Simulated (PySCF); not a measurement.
# S (triplet): basis, grid and Hamiltonian

Aim: see how much the energy and properties of S (triplet) depend on the numerical set-up.

Program: PySCF 2.14.0. Level of theory: each script names its method and basis. These are calculated values, not measurements.

2 further runs of the same task are left out: 2 that didn't finish.

## Step 1: The atom

S (triplet): 1 atom, charge 0, spin multiplicity 3.

## Step 2: The base run

The input, input.py:

```python
from pyscf import gto, scf, mcscf

mol = gto.M(
    atom='S 0 0 0',
    basis='cc-pvqz',
    charge=0,
    spin=2,
    verbose=3,
)
mf = scf.ROHF(mol)
mf.kernel()
mc = mcscf.CASSCF(mf, 6, 4)
mc.kernel()
mc.analyze()
mf.dip_moment()
print('orbital energies (hartree):', mf.mo_energy[..., max(0, mol.nelec[1]-3):mol.nelec[0]+3].round(4))
```

Launch:

```console
$ OMP_NUM_THREADS=1 python input.py
```

The log of this run is left out.

In short: E(SCF) = -397.506631 Eh, E(CAS) − E(SCF) = -0.01201 Eh.

The triplet is typed in the script; nothing here shows that it is the ground state.

## Step 3: Jorge-dzp

Variant 1 changes basis set: cc-pvqz → jorge-dzp.

The input, input.py:

```python
from pyscf import gto, scf, mcscf

mol = gto.M(
    atom='S 0 0 0',
    basis='jorge-dzp',
    charge=0,
    spin=2,
    verbose=3,
)
mf = scf.ROHF(mol)
mf.kernel()
mc = mcscf.CASSCF(mf, 6, 4)
mc.kernel()
mc.analyze()
mf.dip_moment()
print('orbital energies (hartree):', mf.mo_energy[..., max(0, mol.nelec[1]-3):mol.nelec[0]+3].round(4))
```

Launch:

```console
$ OMP_NUM_THREADS=1 python input.py
```

## Step 4: Density fitting auto

Variant 2 changes density fitting: none → auto.

Changes to input.py since step 2:

```diff
@@ -10,2 +10,3 @@
 mf = scf.ROHF(mol)
+mf = mf.density_fit()
 mf.kernel()
```

## Step 5: Lanl2dz (core potential on)

Variant 3 changes basis set: cc-pvqz → lanl2dz; core potential: off → on. The core potential changes with it: totals don't compare.

Changes to input.py since step 2:

```diff
@@ -4,3 +4,4 @@
     atom='S 0 0 0',
-    basis='cc-pvqz',
+    basis='lanl2dz',
+    ecp={'S': 'lanl2dz'},
     charge=0,
```

## Step 6: 6-311g**

Variant 4 changes basis set: cc-pvqz → 6-311g**.

Changes to input.py since step 2:

```diff
@@ -4,3 +4,3 @@
     atom='S 0 0 0',
-    basis='cc-pvqz',
+    basis='6-311g**',
     charge=0,
```

## Step 7: Jorge-dzp-dkh (X2C on)

Variant 5 changes basis set: cc-pvqz → jorge-dzp-dkh; spin-free X2C: off → on.

Changes to input.py since step 2:

```diff
@@ -4,3 +4,3 @@
     atom='S 0 0 0',
-    basis='cc-pvqz',
+    basis='jorge-dzp-dkh',
     charge=0,
@@ -10,2 +10,3 @@
 mf = scf.ROHF(mol)
+mf = mf.sfx2c1e()
 mf.kernel()
```

## Step 8: Cartesian functions on

Variant 6 changes Cartesian functions: off → on.

Changes to input.py since step 2:

```diff
@@ -7,2 +7,3 @@
     spin=2,
+    cart=True,
     verbose=3,
```

Before running it: what results should come out? Wanted: for each run, E(SCF); from base; after the SCF.

The runs gave:

| run | E(SCF) (hartree) | from base (eV) | functions | after the SCF |
| --- | --- | --- | --- | --- |
| base | -397.506631 | 0 | 59 | CASSCF correlation -0.327 eV |
| jorge-dzp | -397.490574 | +0.4369 | 24 | CASSCF correlation -0.319 eV |
| density fitting auto | -397.506628 | +0.0001 | 59 | CASSCF correlation -0.327 eV |
| lanl2dz (core potential on) | -9.874386 | not comparable | 8 | CASSCF correlation -0.273 eV |
| 6-311g** | -397.494551 | +0.3287 | 26 | CASSCF correlation -0.323 eV |
| jorge-dzp-dkh (X2C on) | -398.571920 | not comparable | 24 | CASSCF correlation -0.320 eV |
| Cartesian functions on | -397.506664 | -0.0009 | n/a | CASSCF correlation -0.921 eV |

**Reading.** Of the runs whose energies can be compared, “jorge-dzp” moves the SCF energy most (+0.437 eV). jorge-dzp (24 functions) gives an energy 0.44 eV higher than cc-pvqz (59). 6-311g** (26 functions) gives an energy 0.33 eV higher than cc-pvqz (59). The dearest run is “Cartesian functions on”, at 9.5 s against 2.1 s.
